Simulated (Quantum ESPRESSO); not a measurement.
PPt:

```
CELL_PARAMETERS angstrom
3.74303 0.00000 0.00000
-1.87151 3.24156 0.00000
0.00000 0.00000 6.35374
ATOMIC_POSITIONS crystal
Pt 0.33333 0.66667 0.37190
Pt 0.66667 0.33333 0.87190
P 0.33333 0.66667 0.00310
P 0.66667 0.33333 0.50310
```

The cell comes from a database or a generator and needn't be the stable form of this composition.

Base run:

| Property | Result |
| --- | --- |
| Program | Quantum ESPRESSO 7.5 |
| Functional | PBE |
| Potentials or basis | SSSP 1.3 efficiency PBE |
| Cutoff | 748 eV |
| Density cutoff | 5987 eV |
| k mesh | 8 × 8 × 4 |
| Occupations | fermi-dirac, width 0.05 eV |
| Spin | no spin polarisation |
| Hubbard terms | Pt d U = 8 eV |

Its results: band gap on the k mesh none (metal or under the smearing width); pressure 2.8 GPa; largest force 0.127 eV/Å.

**Question.** The run is repeated on the same cell with these changes: hubbard terms from Pt d U = 8 eV to Pt d U = 3 eV. What comes out?

**Answer.** Band gap on the k mesh none (metal or under the smearing width); pressure 0.7 GPa; largest force 0.127 eV/Å.

Caveats: U without spin polarisation on a metal has little footing; the U is typed as a test and isn't derived for this compound.
